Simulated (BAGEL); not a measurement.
**C2H3Ge (SMILES [C]#[C][GeH3]) at UHF/STO-3G (density fitting with qzvpp-jkfit)**

Aim: the electronic atomisation energy of C2H3Ge at UHF/STO-3G (density fitting with qzvpp-jkfit), from 4 runs. 

The results are computed with BAGEL 1.2.2.

27 further runs of the same task are left out: 8 that didn't finish, 19 set aside as unsound or not needed.

### 1 The system as given

C2H3Ge: 6 atoms, total charge 0, spin state doublet. As SMILES, `[C]#[C][GeH3]`. The coordinates come from a PBE0-D4/def2-TZVP relaxation.

Bond lengths: C1–C2 1.211 Å, C2–Ge3 1.905 Å, Ge3–H4 1.532 Å, Ge3–H5 1.532 Å, Ge3–H6 1.532 Å. Angles: C1–C2–Ge3 180.0°, C2–Ge3–H4 108.1°, C2–Ge3–H5 108.1°, C2–Ge3–H6 108.1°, H4–Ge3–H5 110.8°, H4–Ge3–H6 110.8°, H5–Ge3–H6 110.8°.

### 2 The energy at UHF/STO-3G (density fitting with qzvpp-jkfit)

input.json reads:

```json
{ "bagel": [

{
  "title": "molecule",
  "basis": "sto-3g",
  "df_basis": "qzvpp-jkfit",
  "angstrom": "true",
  "geometry": [
    { "atom": "C", "xyz": [    1.063000,   -1.993700,    1.127200 ] },
    { "atom": "C", "xyz": [    0.554800,   -1.039400,    0.581600 ] },
    { "atom": "Ge", "xyz": [   -0.244200,    0.461100,   -0.277700 ] },
    { "atom": "H", "xyz": [   -1.482100,   -0.028100,   -1.035900 ] },
    { "atom": "H", "xyz": [    0.783700,    1.059700,   -1.242900 ] },
    { "atom": "H", "xyz": [   -0.633000,    1.476400,    0.801400 ] }
  ]
},
{
  "title": "uhf",
  "nopen": 1
},
{
  "title": "print",
  "file": "orbitals.molden",
  "orbitals": "true"
}

]}
```

The run is started by

```sh
$ BAGEL_NUM_THREADS=1 BAGEL input.json > input.out
```

Log:

```text
* using 1 threads per process

  ===============================================================
  ===============================================================

  *** Geometry ***

  { "atom" : "C", "xyz" : [      2.008779,     -3.767547,      2.130099 ] },
  { "atom" : "C", "xyz" : [      1.048420,     -1.964181,      1.099065 ] },
  { "atom" : "Ge", "xyz" : [     -0.461471,      0.871353,     -0.524777 ] },
  { "atom" : "H", "xyz" : [     -2.800763,     -0.053101,     -1.957567 ] },
  { "atom" : "H", "xyz" : [      1.480978,      2.002543,     -2.348741 ] },
  { "atom" : "H", "xyz" : [     -1.196197,      2.789992,      1.514427 ] },

  Number of auxiliary basis functions:      470

  Since a DF basis is specified, we compute 2- and 3-index integrals:
    o Being stored without compression. Storage requirement is 0.004 GB

  Number of basis functions:       31
  Number of electrons      :       47

    * METHOD: MOLECULE                             0.27

  *** Open-shell HF ***

  === Nuclear Repulsion ===
   141.3421998214

      * DIIS with orbital gradients will be used.

  === UHF iteration (sto-3g) ===
      0      -2128.07158683          0.01618821           0.05
      1      -2128.11748188          0.01264287           0.05
      2      -2128.13046799          0.00986145           0.05
      3      -2128.13795988          0.00369768           0.05
      4      -2128.14450000          0.00137120           0.05
      5      -2128.14835536          0.00109868           0.05
      6      -2128.15535197          0.00072762           0.05
      7      -2128.16094030          0.00037443           0.05
      8      -2128.16148163          0.00025663           0.05
      9      -2128.16264507          0.00023579           0.05
     10      -2128.16336225          0.00020713           0.05
     11      -2128.16346385          0.00003587           0.05
     12      -2128.16347803          0.00001424           0.05
     13      -2128.16347921          0.00000511           0.05
     14      -2128.16347925          0.00000142           0.05
     15      -2128.16347928          0.00000047           0.05
     16      -2128.16347928          0.00000017           0.05
     17      -2128.16347928          0.00000009           0.05
     18      -2128.16347928          0.00000005           0.05
     19      -2128.16347928          0.00000002           0.05
     20      -2128.16347928          0.00000001           0.05
    * SCF iteration converged.

    * S^2 (UHF) is 1.2946

    * Permanent dipole moment:
           (    0.131939,    -0.247693,     0.141873) a.u.

    * METHOD: UHF                                  1.14

    * METHOD: PRINT                                0.00

  ===============================================================
```

It took 1.7 s on 1 thread of Intel Xeon Platinum 8259CL at 2.50GHz (Skylake/Cascade Lake), shared host.

### 3 The C atom at the same level

job.json reads:

```json
{ "bagel": [

{
  "title": "molecule",
  "basis": "sto-3g",
  "df_basis": "qzvpp-jkfit",
  "angstrom": true,
  "geometry": [
    { "atom": "C", "xyz": [       0.000000,       0.000000,       0.000000 ] }
  ]
},

{
  "title": "uhf",
  "nopen": 2
},

{
  "title": "print",
  "file": "orbitals.molden",
  "orbitals": true
}

]}
```

Run the same way, it converges to -37.19852 Eh (log not shown).

### 4 The Ge atom

input.json reads:

```json
{ "bagel" : [

{
  "title" : "molecule",
  "basis" : "sto-3g",
  "df_basis" : "qzvpp-jkfit",
  "angstrom" : true,
  "geometry" : [
    { "atom" : "Ge", "xyz" : [    0.000000,    0.000000,    0.000000 ] }
  ]
},
{
  "title" : "uhf",
  "nopen" : 2
},
{
  "title" : "print",
  "file" : "orbitals.molden",
  "orbitals" : true
}

]}
```

Run the same way, it converges to -2051.63677 Eh (log not shown).

### 5 The H atom

calc.json reads:

```json
{ "bagel" : [

{
  "title" : "molecule",
  "basis" : "sto-3g",
  "df_basis" : "qzvpp-jkfit",
  "angstrom" : "true",
  "geometry" : [
    { "atom" : "H", "xyz" : [    0.000000,    0.000000,    0.000000 ] }
  ]
},
{ "title" : "uhf", "nopen" : 1 },
{ "title" : "print", "file" : "orbitals.molden", "orbitals" : "true" }

]}
```

Run the same way, it converges to -0.46658 Eh (log not shown).

### 6 Summary of results

At UHF/STO-3G (density fitting with qzvpp-jkfit):

| quantity | value |
| --- | --- |
| molecule: total energy | -2128.16348 Eh |
| molecule: dipole moment | 0.80 D |
| molecule: ⟨S²⟩ | 1.295 |
| C atom: total energy | -37.19852 Eh |
| C atom: dipole moment | 0.00 D |
| C atom: ⟨S²⟩ | 2.000 |
| Ge atom: total energy | -2051.63677 Eh |
| Ge atom: dipole moment | 0.00 D |
| Ge atom: ⟨S²⟩ | 2.000 |
| H atom: total energy | -0.46658 Eh |
| H atom: dipole moment | 0.00 D |
| H atom: ⟨S²⟩ | 0.750 |
| electronic atomisation energy | 19.862 eV |

What this shows: Taking the molecule apart into free atoms costs 19.86 eV (458 kcal/mol), before zero-point energy and without spin-orbit coupling. Hartree–Fock lacks the correlation of the bonding pairs, which as a rule makes this value much too low; in minimal bases other errors can mask that. In a minimal basis such a difference can be off by several eV, whatever the method. ⟨S²⟩ (molecule) is 1.29 where a pure doublet has 0.75: the reference is spin-contaminated.
